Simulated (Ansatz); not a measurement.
# YSi2Ir2: the cost of one run

Program: Ansatz 0.2.0. Level of theory: DFT LDA, scalar-relativistic, plane waves, PAW. These are calculated values, not measurements.

The COD entry's cell or inner coordinates are ideal or old and differ from later refinements, so a difference from it is no clean test against experiment.

### 1 Starting point

Symmetry: I4/mmm, No. 139, tetragonal system. The conventional cell has a = 4.050 Å, b = 4.050 Å, c = 9.905 Å, α = 90.00°, β = 90.00°, γ = 90.00°. Around Y (site symmetry 4/mmm) lie 8 Si at 3.12 Å and 8 Ir at 3.20 Å. Si (site symmetry 4mm) is surrounded by 4 Ir at 2.37 Å and 1 Si at 2.48 Å and 4 Y at 3.12 Å. Ir (site symmetry -4m2) has 4 Si at 2.37 Å as nearest neighbours.

Coordinates:

```
CELL_PARAMETERS angstrom
-2.02500 2.02500 4.95250
2.02500 -2.02500 4.95250
2.02500 2.02500 -4.95250
ATOMIC_POSITIONS crystal
Y 0.00000 0.00000 0.00000
Si 0.37500 0.37500 0.00000
Si 0.62500 0.62500 0.00000
Ir 0.75000 0.25000 0.50000
Ir 0.25000 0.75000 0.50000
```

The structure rests on an entry of the Crystallography Open Database; cell or positions may have been set otherwise for this series.

### 2 Relaxing cell and atoms: YSi2Ir2, no spin

input.yaml reads:

```yaml
crystal:
  lattice:
    - [-2.025, 2.025, 4.9525]
    - [2.025, -2.025, 4.9525]
    - [2.025, 2.025, -4.9525]
  atoms:
    - { symbol: "Y", position: [0.0, 0.0, 0.0] }
    - { symbol: Si, position: [0.375, 0.375, 0.0] }
    - { symbol: Si, position: [0.625, 0.625, 0.0] }
    - { symbol: Ir, position: [0.75, 0.25, 0.5] }
    - { symbol: Ir, position: [0.25, 0.75, 0.5] }
scf:
  occupations: { method: gaussian, width: 0.05 }
output:
  forces: true
  stress: true
  eigenvalues: true
  dos: { method: tetrahedron, nscf_kmesh: { grid: [24, 24, 24] }, de: 0.02 }
  write_density: true
  write_potential: true
  elf: true
  volumetric_format: npy
kpoints:
  mp_grid: { grid: [16, 16, 16] }
hamiltonian:
  xc: lda
relax:
  f_tol: 0.005
  max_steps: 60
  cell: { stress_tol: 0.03 }
```

On the command line:

```sh
$ ansatz run input.yaml --threads 4 --pin off --max-ram 8192MiB --backend cpu --events-out ev --progress --plain --runs-dir out
```

**Question.** How long does this run take on 4 threads of Arm Neoverse V1, shared host, and how much memory does it need?

About 1.8 min, with a peak of 1.7 GiB.
